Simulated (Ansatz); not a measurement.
## Molecular dynamics of MnAg2O4

Input:

```yaml
crystal:
  lattice:
    - [10.09798, 0.0, 0.0]
    - [0.0, 7.05889, 0.0]
    - [0.0, 0.0, 5.52874]
  atoms:
    - { symbol: Mn, position: [0.31969, 0.25, 0.01211], spin: 3.5 }
    - { symbol: Mn, position: [0.18031, 0.75, 0.51211], spin: 3.5 }
    - { symbol: Mn, position: [0.81969, 0.25, 0.48789], spin: 3.5 }
    - { symbol: Mn, position: [0.68031, 0.75, 0.98789], spin: 3.5 }
    - { symbol: Ag, position: [0.64029, 0.25, 0.00439] }
    - { symbol: Ag, position: [0.85971, 0.75, 0.50439] }
    - { symbol: Ag, position: [0.14029, 0.25, 0.49561] }
    - { symbol: Ag, position: [0.35971, 0.75, 0.99561] }
    - { symbol: Ag, position: [0.5, 0.5, 0.5] }
    - { symbol: Ag, position: [0.0, 0.5, 0.0] }
    - { symbol: Ag, position: [0.0, 0.0, 0.0] }
    - { symbol: Ag, position: [0.5, 0.0, 0.5] }
    - { symbol: O, position: [0.86008, 0.25, 0.785] }
    - { symbol: O, position: [0.63992, 0.75, 0.285] }
    - { symbol: O, position: [0.36008, 0.25, 0.715] }
    - { symbol: O, position: [0.13992, 0.75, 0.215] }
    - { symbol: O, position: [0.65313, 0.25, 0.4385] }
    - { symbol: O, position: [0.84687, 0.75, 0.9385] }
    - { symbol: O, position: [0.15313, 0.25, 0.0615] }
    - { symbol: O, position: [0.34687, 0.75, 0.5615] }
    - { symbol: O, position: [0.8442, 0.44239, 0.3552] }
    - { symbol: O, position: [0.6558, 0.55761, 0.8552] }
    - { symbol: O, position: [0.3442, 0.05761, 0.1448] }
    - { symbol: O, position: [0.1558, 0.94239, 0.6448] }
    - { symbol: O, position: [0.1558, 0.55761, 0.6448] }
    - { symbol: O, position: [0.3442, 0.44239, 0.1448] }
    - { symbol: O, position: [0.6558, 0.94239, 0.8552] }
    - { symbol: O, position: [0.8442, 0.05761, 0.3552] }
magnetization:
  spin_polarized: true
basis:
  ecutwfc: 420.0
kpoints:
  mp_grid: { grid: [1, 1, 2] }
hamiltonian:
  xc: pbe
  dispersion: d3bj
scf:
  occupations: { method: fermi_dirac, width: 0.05 }
  lower_state_search: "off"
md:
  timestep: 1
  n_steps: 40
  ensemble: nvt_nose_hoover
  temperature: 1500.0
  initial_velocities: maxwell_boltzmann
  seed: 796226
  nose_hoover: { tau: 100.0, chain_length: 3 }
```

Launched with:

```bash
$ ansatz run input.yaml --threads 2 --pin off --max-ram 5120MiB --backend cpu --events-out ev --progress --plain --runs-dir out
```

It starts from an unrelaxed structure (largest force component 3.72 eV/Å).

Output, in part (step lines):

```
md step     0: t =     0.00 fs  T =  1500.0 K  F+E_penalty+E_count = -85384.46259091 eV  E_kin = 5.235030 eV  conserved = -85379.22756095 eV  (25 SCF iters)
[... lines left out ...]
```

The steps, from the saved trajectory:

```
time (fs)  T (K)  potential energy less start (eV)  conserved less start (meV/atom)
        0   1500                             0.000                             0.00
        1   1490                             0.034                             0.00
        2   1502                            -0.007                            -0.01
        3   1533                            -0.116                            -0.04
        4   1580                            -0.281                            -0.08
        5   1637                            -0.481                            -0.13
        6   1697                            -0.694                            -0.18
        7   1755                            -0.897                            -0.22
        8   1804                            -1.068                            -0.25
        9   1839                            -1.193                            -0.26
       10   1859                            -1.263                            -0.26
       11   1862                            -1.275                            -0.25
       12   1849                            -1.232                            -0.23
       13   1822                            -1.139                            -0.21
       14   1783                            -1.004                            -0.18
       15   1734                            -0.836                            -0.16
       16   1679                            -0.643                            -0.13
       17   1619                            -0.436                            -0.11
       18   1557                            -0.222                            -0.09
       19   1495                            -0.008                            -0.08
       20   1435                             0.198                            -0.06
       21   1380                             0.389                            -0.05
       22   1331                             0.559                            -0.03
       23   1289                             0.702                            -0.02
       24   1257                             0.814                            -0.01
       25   1235                             0.889                            -0.01
       26   1224                             0.925                             0.00
       27   1226                             0.918                             0.00
       28   1240                             0.869                             0.00
       29   1266                             0.775                             0.00
       30   1305                             0.640                            -0.01
       31   1354                             0.465                            -0.02
       32   1413                             0.258                            -0.04
       33   1479                             0.026                            -0.07
       34   1549                            -0.219                            -0.10
       35   1619                            -0.464                            -0.15
       36   1683                            -0.692                            -0.19
       37   1737                            -0.883                            -0.24
       38   1775                            -1.019                            -0.29
       39   1792                            -1.080                            -0.33
       40   1783                            -1.053                            -0.36
```

The run went to its last step. The conserved energy stayed within 0.37 meV per atom of its start (net change -0.36 meV per atom), so the integration is sound. A run of 0.04 ps of so small a system gives no equilibrium averages. No Hubbard correction was used and the magnetic state wasn't searched. Limits of this set-up: coarse k mesh.

Mean squared displacements from the first frame to the last, about the centre of mass: Mn 0.03 Å², Ag 0.06 Å², O 0.16 Å².

Last frame:

```xyz
28
Lattice="10.0980 0.0000 0.0000 0.0000 7.0589 0.0000 0.0000 0.0000 5.5287" Properties=species:S:1:pos:R:3
Mn 3.187 1.669 -0.059
Mn 1.859 5.316 2.942
Mn 8.103 1.649 2.507
Mn 6.876 5.383 5.489
Ag 6.661 1.607 0.003
Ag 8.684 5.329 2.672
Ag 1.321 1.545 2.675
Ag 3.595 5.507 5.644
Ag 5.118 3.527 2.904
Ag 0.200 3.663 -0.178
Ag -0.115 0.170 -0.055
Ag 5.003 0.036 3.114
O 8.748 1.579 4.091
O 6.540 4.882 1.489
O 3.852 1.773 3.977
O 1.262 5.207 1.422
O 6.508 1.718 2.740
O 8.522 5.459 5.212
O 1.442 1.589 0.040
O 3.517 5.286 2.831
O 8.907 2.864 1.754
O 6.033 3.978 4.815
O 4.110 0.490 0.823
O 1.117 6.621 3.696
O 1.249 3.938 3.609
O 3.692 3.063 0.575
O 6.145 6.637 4.782
O 8.561 0.329 1.692
```

Run time: 18 min on 2 threads of Intel(R) Xeon(R) Platinum 8259CL CPU @ 2.50GHz (Skylake/Cascade Lake) (shared host), peak memory 1.1 GiB.
